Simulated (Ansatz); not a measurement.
**GeH2I: rigid scan of one bond length in Python**

Aim: a rigid scan of one bond length, for GeH2I, run from a script. SMILES: [GeH2][I].

Program: the Python package of Ansatz 0.2.0. Level of theory: CCSD(T)/def2-SVP. These are calculated values, not measurements.

## 1. The system

Bond lengths: Ge1–I2 2.498 Å, Ge1–H3 1.611 Å, Ge1–H4 1.607 Å. Angles: I2–Ge1–H3 110.6°, I2–Ge1–H4 107.8°, H3–Ge1–H4 107.5°.

No structure file is read: the coordinates are typed or built in the script.

## 2. The script

Input file scan_geh2i.py:

```python
"""Stretching a bond of GeH2I, the rest held rigid."""

import ansatz as az
import numpy as np


def main() -> None:
    geometry_ang = [
        ("Ge", (-0.0021, -0.3581, -0.4145)),
        ("I", (1.522, -0.1587, 1.555)),
        ("H", (-1.5255, -0.5701, 0.0659)),
        ("H", (0.0611, 1.0266, -1.2267)),
    ]
    geometry = az.Crystal.molecule()
    for symbol, xyz in geometry_ang:
        geometry = geometry.atom(symbol, xyz)

    symbols = [site.symbol for site in geometry.cartesian_sites]
    start = np.array([site.position_ang for site in geometry.cartesian_sites])
    axis = (start[3] - start[0]) / np.linalg.norm(start[3] - start[0])
    moving = [3]
    lengths, energies = [1.414, 1.478, 1.542, 1.607, 1.671, 1.735, 1.799, 1.896], []
    for length in lengths:
        xyz = start.copy()
        xyz[moving] += (length - np.linalg.norm(start[3] - start[0])) * axis
        point = az.Crystal.molecule()
        for symbol, place in zip(symbols, xyz):
            point = point.atom(symbol, place.tolist())
        job = point.calculation().basis(gaussian="def2-SVP").correlation("CCSD(T)").spin("collinear", total=1)
        data = job.run().report
        energies.append(data["free_energy_ev"])
        print(f"r = {length:6.3f} A  E = {energies[-1]:.5f} eV  <S^2> = {abs(data['mean_field']['state']['spin_squared']):.3f}")

    # quartic fit about the minimum
    fit = np.polynomial.Polynomial.fit(lengths, np.array(energies) - min(energies), 4).convert()
    roots = [r.real for r in fit.deriv().roots() if abs(r.imag) < 1e-9 and fit.deriv(2)(r.real) > 0]
    r_e = min(roots, key=lambda r: abs(r - lengths[int(np.argmin(energies))]))
    print(f"minimum of the fit at {r_e:.4f} A, force constant {fit.deriv(2)(r_e):.2f} eV/A^2")


if __name__ == "__main__":
    main()
```

## 3. Running it

Started as:

```sh
$ python scan_geh2i.py
```

**Question.** What results will this script give? Wanted: range of energy; lowest point, distance.

The runs gave:

| quantity | value |
| --- | --- |
| bond length at the fit's minimum | 1.5412 Å |
| runs compared | 8 |
| range of energy | 0.627 eV |
| lowest point, distance (Å) | 1.54 |

**Reading.** The curve has its lowest point inside the range, at 1.54. The ends stand 0.163 and 0.627 eV above it. The distance scanned is the script's pair 0, 3. Caveats:
- The rest of the molecule is held rigid at a force-field or estimated start geometry, and the basis set is modest; single-reference methods fail as a bond breaks.
- def2 sets replace the cores of elements past krypton by effective core potentials.
- The run takes the species as open-shell (spin multiplicity 2), which needn't be its ground state.
- S² is that of the Hartree-Fock reference.
- Spin-orbit coupling of the heavy open-shell atom is left out.
